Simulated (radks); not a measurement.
**I⁻ held by a Watson sphere**

The task here is to estimate one member of a computed series from the others.

Program: radks (a radial shooting solver on a logarithmic mesh, Libxc functionals) version 1. Level of theory: scalar-relativistic Kohn-Sham, r2SCAN, spin-polarised, spherical densities, finite nucleus. These are calculated values, not measurements, unless marked.

### The system

```
element            : iodine (Z = 53)
charge             : -1
electrons          : 54
configuration      : [Xe]
nuclear rms radius : 4.75 fm
```

The outer shells:

I⁻
```
[Kr] core
4d [↑↓][↑↓][↑↓][↑↓][↑↓]
5s [↑↓]
5p [↑↓][↑↓][↑↓]
```

The first run:

Settings of this run:

```text
Z 53
configuration [Xe]
relativity scalar-relativistic
functional r2scan,r2scan
spin polarised
nucleus finite rms 4.75 fm
c 137.035999084
watson charge 1 radius 2.81 bohr
```

Among the steps run: R = 2.81 bohr; R = 2.88 bohr; R = 4.69 bohr; R = 5.09 bohr; R = 5.93 bohr.

One of the session's tables, all rows but one given; the rest of the session is left out.

```
R (bohr)  highest level (eV)  its <r> (bohr)  sum of <r²> (bohr²)
    2.81              -7.656           2.505                70.06
    2.88              -7.585           2.513                70.37
    4.69                   ?               ?                    ?
    5.09              -5.394           2.649                76.37
    5.93              -4.767           2.665                77.22
```

**Question.** Estimate the row for R (bohr) = 4.69.

Worked estimate for «highest level (eV)». A straight line through the neighbours (2.88, -7.585) and (5.09, -5.394) gives -7.585 + (-5.394 + 7.585) × (4.69 − 2.88) / (5.09 − 2.88) = -5.791; a parabola fitted to 4 rows on both sides gives -5.733.

**Answer.** highest level (eV): -5.738; its <r> (bohr): 2.637; sum of <r²> (bohr²): 75.76. In «highest level (eV)» the line misses by -0.053 and the parabola by +0.005.

A wider sphere makes a shallower well, so the ion swells.
